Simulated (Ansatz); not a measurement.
# AlBH4S2: small, medium and large basis sets

The task here is to estimate one member of a computed series from the others.

The runs use Ansatz 0.2.0, Gaussian basis; one geometry, several basis sets.

Plan: PBE0-D4/def2-SVP; ωB97M-V/def2-SVP; PBE0-D4/def2-QZVPP; ωB97M-V/def2-QZVPP; the functionals' def2-TZVPP values are taken from earlier runs.

## Structure used throughout

All runs share one geometry, relaxed beforehand with PBE0-D4 in a triple-zeta def2 set.

SMILES `[AlH2][S]BS`, 8 atoms, charge 0, spin multiplicity 1.

Atoms are counted from 1 here; the program's logs count them from 0.

Bond lengths: Al1–S2 2.190 Å, Al1–H5 1.583 Å, Al1–H6 1.577 Å, S2–B3 1.809 Å, B3–S4 1.780 Å, B3–H7 1.193 Å, S4–H8 1.347 Å. Angles: S2–Al1–H5 121.7°, S2–Al1–H6 115.3°, H5–Al1–H6 123.0°, Al1–S2–B3 108.6°, S2–B3–S4 131.5°, S2–B3–H7 114.9°, S4–B3–H7 113.7°, B3–S4–H8 99.9°.

As a file:

```
Al   -0.77772    1.51646   -0.08716
S     1.24913    0.81071    0.34786
B     1.27203   -0.99342    0.22307
S    -0.01095   -2.16397   -0.16502
H    -1.95015    0.51365   -0.44103
H    -0.97576    3.07926   -0.02166
H     2.33151   -1.49807    0.43778
H    -1.04599   -1.32183   -0.34965
```

Set-up of the first run:

in.yaml reads:

```yaml
crystal:
  periodic: [false, false, false]
  atoms:
    - {symbol: Al, position_ang: [-0.777723, 1.516463, -0.087159]}
    - {symbol: S, position_ang: [1.249129, 0.810710, 0.347856]}
    - {symbol: B, position_ang: [1.272028, -0.993416, 0.223067]}
    - {symbol: S, position_ang: [-0.010954, -2.163968, -0.165017]}
    - {symbol: H, position_ang: [-1.950147, 0.513653, -0.441027]}
    - {symbol: H, position_ang: [-0.975758, 3.079259, -0.021657]}
    - {symbol: H, position_ang: [2.331514, -1.498073, 0.437785]}
    - {symbol: H, position_ang: [-1.045988, -1.321829, -0.349648]}
basis:
  gaussian: {orbitals: def2-SVP}
hamiltonian: {xc: pbe0, dispersion: d4}
output: {orbitals: {seedname: orbitals}}
```

Launch:

```console
$ ansatz run in.yaml --threads 2 --pin off --events-out ev --progress --plain --max-ram 4352MiB
```

Steps of the session up to this table: PBE0-D4 in def2-SVP; ωB97M-V in def2-SVP; PBE0-D4 in def2-QZVPP; ωB97M-V in def2-QZVPP.

One of the session's tables, all rows but one given; the rest of the session is left out.

| functional | basis | HOMO (eV) | LUMO (eV) |
| --- | --- | --- | --- |
| PBE0-D4 | def2-SVP | -7.67 | -2.00 |
| PBE0-D4 | def2-TZVPP | -7.72 | -2.02 |
| PBE0-D4 | def2-QZVPP | -7.73 | -2.05 |
| ωB97M-V | def2-SVP | -9.69 | -0.23 |
| ωB97M-V | def2-TZVPP | ? | ? |
| ωB97M-V | def2-QZVPP | -9.81 | -0.43 |

**Question.** Estimate the row for ωB97M-V, def2-TZVPP.

As computed: HOMO (eV): -9.79; LUMO (eV): -0.33. In the column «HOMO (eV)» it lies between ωB97M-V, def2-QZVPP (-9.81) and ωB97M-V, def2-SVP (-9.69).
